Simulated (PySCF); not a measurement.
# AlCl3 (aluminum chloride): the cost of one run

Computed with PySCF 2.14.0, with density-fitted response routines of our own, on a single molecule in the gas phase. Atoms count from 0, in the outputs and in this text.

## 1. Starting geometry

4 atoms, charge 0, multiplicity 1; geometry from: GFN2-xTB. The atoms were then displaced at random by about 0.01 Å, so the start is not that level's minimum.

Bonds of the start (Å): Cl0–Al1 2.02, Al1–Cl2 2.01, Al1–Cl3 2.04.

## 2. Geometry optimisation at PBE0-D3(BJ)/def2-SVP

Job settings and geometry (Å):

```
{"job": {"xc": "PBE0", "basis": "def2-SVP", "d3": "d3bj", "grid": 1, "shake": 0.01, "kind": "geom"}, "charge": 0, "multiplicity": 1}
Cl    -1.712060    -0.980370     0.764620
Al    -0.003100    -0.003480     0.315140
Cl     1.762680    -0.859190     0.772600
Cl    -0.009530     1.817660    -0.595800
```

Command:

```
OMP_NUM_THREADS=1 python probes_run.py task.json out
```

This one command runs all jobs of the session in turn.

Q: Estimate the wall time and peak memory of this first job on 1 thread of Arm Neoverse V1, shared host.

About 15 s, with a peak of 0.32 GiB.
